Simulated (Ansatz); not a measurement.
# SiHBr (triplet): wave-function methods side by side at distance Br1–H2 along a hydrogen transfer = 1.847 Å, cc-pVDZ

Aim: climb from Hartree-Fock through coupled cluster and multireference methods for SiHBr (triplet) at one geometry and basis, and see what each rung misses.

Computed with Ansatz 0.2.0, Gaussian basis. Level: cc-pVDZ, core rule «outside noble gas», up to 19 orbitals frozen.

Plan: UHF; CCSD(T) on ROHF; CCSD(T) on UHF; BCCD(T) on ROHF; CISD; CCSDT(Q) on ROHF; CCSDT(Q) on UHF; CCSDTQ on ROHF; CASSCF and MRCISD+Q, 4 electrons in 4 orbitals; CASSCF and NEVPT2, 4 electrons in 4 orbitals; CASSCF and MRCISD+Q, 12 electrons in 9 orbitals; CASSCF and NEVPT2, 12 electrons in 9 orbitals.

**1. What is computed**

The geometry derives from fragments relaxed apart (PBE0/def2-TZVP) and kept rigid, so it is no stationary point. A hydrogen atom is moved between rigid fragments. No spin-orbit coupling is included. The filled d shell of Br may be among the frozen orbitals whatever the setting's name suggests; the logs give the count.

3 atoms, charge 0, spin multiplicity 3.

Atoms are counted from 1 here; the program's logs count them from 0.

Bond lengths: H2–Si3 1.440 Å.

Coordinates:

```csv
atom,x (Å),y (Å),z (Å)
Br1,0.00000,0.00000,-1.71133
H2,0.00000,0.00000,0.13567
Si3,0.00000,0.00000,1.57567
```

**2. UHF**

in.yaml

```yaml
crystal:
  periodic: [false, false, false]
  atoms:
    - {symbol: Br, position_ang: [0.000000, 0.000000, -1.711333]}
    - {symbol: H, position_ang: [0.000000, 0.000000, 0.135667]}
    - {symbol: Si, position_ang: [0.000000, 0.000000, 1.575667]}
basis:
  gaussian: {orbitals: cc-pVDZ}
magnetization: {spin_polarized: true, initial_magnetization: 2}
hamiltonian: {xc: hf}
output: {orbitals: {seedname: orbitals}}
```

The run is started by

```sh
$ ansatz run in.yaml --threads 1 --pin off --events-out ev --progress --plain --max-ram 2816MiB --backend cpu
```

Further steps of the session: CCSD(T) on ROHF; CCSD(T) on UHF; BCCD(T) on ROHF; CISD; CCSDT(Q) on ROHF; CCSDT(Q) on UHF; CCSDTQ on ROHF; CASSCF and MRCISD+Q, 4 electrons in 4 orbitals; CASSCF and NEVPT2, 4 electrons in 4 orbitals; CASSCF and MRCISD+Q, 12 electrons in 9 orbitals; CASSCF and NEVPT2, 12 electrons in 9 orbitals.

Before running them: what should the planned runs give, taken together? Wanted: RCCSDTQ below the RHF energy; RMP2 from RCCSDTQ; UMP2 from RCCSDTQ; RCCSD from RCCSDTQ; RCCSD(T) from RCCSDTQ; UCCSD(T) from RCCSDTQ; RCCSDT(Q) from RCCSDTQ; UCCSDT(Q) from RCCSDTQ; NEVPT2 pair from RCCSDTQ.

The runs gave:

| quantity | value |
| --- | --- |
| RCCSDTQ below the RHF energy | -6.0915 eV |
| RMP2 from RCCSDTQ | +25.07 kcal/mol |
| UMP2 from RCCSDTQ | +25.75 kcal/mol |
| RCCSD from RCCSDTQ | +3.67 kcal/mol |
| RCCSD(T) from RCCSDTQ | +0.86 kcal/mol |
| UCCSD(T) from RCCSDTQ | +0.85 kcal/mol |
| RCCSDT(Q) from RCCSDTQ | +0.02 kcal/mol |
| UCCSDT(Q) from RCCSDTQ | -0.01 kcal/mol |
| NEVPT2 pair from RCCSDTQ | +22.52 kcal/mol |
| NEVPT2 valence from RCCSDTQ | +28.72 kcal/mol |
| MRCISD+Q valence from RCCSDTQ | +0.73 kcal/mol |
| levels within 1 kcal/mol (43 meV) | RCCSD(T), UCCSD(T), BCCD(T), RCCSDT, UCCSDT, RCCSDT(Q), UCCSDT(Q), MRCISD+Q valence |
| T1 diagnostic | 0.026 |
| effectively unpaired electrons | 2.03 |

In words: RCCSD(T) misses by +0.86 kcal/mol, 0.6 % of the correlation energy. One determinant dominates. Of the multireference levels listed MRCISD+Q valence comes nearest in total energy (+0.73 kcal/mol), which doesn't show that its space is the better one. These misses are within one basis, not against nature; the frozen cores of restricted and unrestricted runs differ, which can shift their rows.
